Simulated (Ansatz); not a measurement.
GaF:

```xyz
2
Lattice="3.1659 0.0000 0.0000 0.0000 3.1659 0.0000 0.0000 0.0000 3.1659" Properties=species:S:1:pos:R:3 pbc="T T T"
Ga    0.0000    0.0000    0.0000
F     1.5830    1.5830    1.5830
```

The cell was built by a generator and needn't be a form met in nature.

- Program: Ansatz 0.2.0
- Task: relaxation of cell and atoms
- Functional: B3LYP
- Potentials or basis: Ansatz PAW
- Cutoff: 420 eV (not typed: the program's choice for these potentials)
- k mesh: 4 × 4 × 4
- Occupations: fermi-dirac, width 0.05 eV
- Spin: no spin polarisation

At the start: volume 15.87 Å³/atom.

How do energy, volume and symmetry change on relaxing?

It ends after 6 steps and the volume is 16.84 Å³/atom (+6.2 %); space group Pm-3m (No. 221, to 0.05 Å).

Step by step:
| step | energy change (eV) | largest force (eV/Å) | volume (Å³) |
| --- | --- | --- | --- |
| 1 | 0.0000 | 0.0000 | 31.73 |
| 2 | -0.0086 | 0.0000 | 34.04 |
| 3 | -0.0110 | 0.0000 | 33.50 |
| 4 | -0.0163 | 0.0000 | 33.50 |
| 5 | -0.0161 | 0.0000 | 33.69 |
| 6 | -0.0166 | 0.0000 | 33.69 |

Final structure:
```xyz
2
Lattice="3.2297 0.0000 0.0000 0.0000 3.2297 0.0000 0.0000 0.0000 3.2297" Properties=species:S:1:pos:R:3 pbc="T T T"
Ga    0.0000    0.0000    0.0000
F     1.6149    1.6149    1.6149
```

Caveat: the k mesh is coarse (spacing up to 0.50 Å⁻¹), so the values aren't converged, least of all with exact exchange; the plane-wave basis is chosen anew once the cell has moved, so the energies of steps on either side of that aren't comparable; the PAW data sets come from PBE, with cores solved anew for the run's functional, which leaves a small shift of forces and pressure.
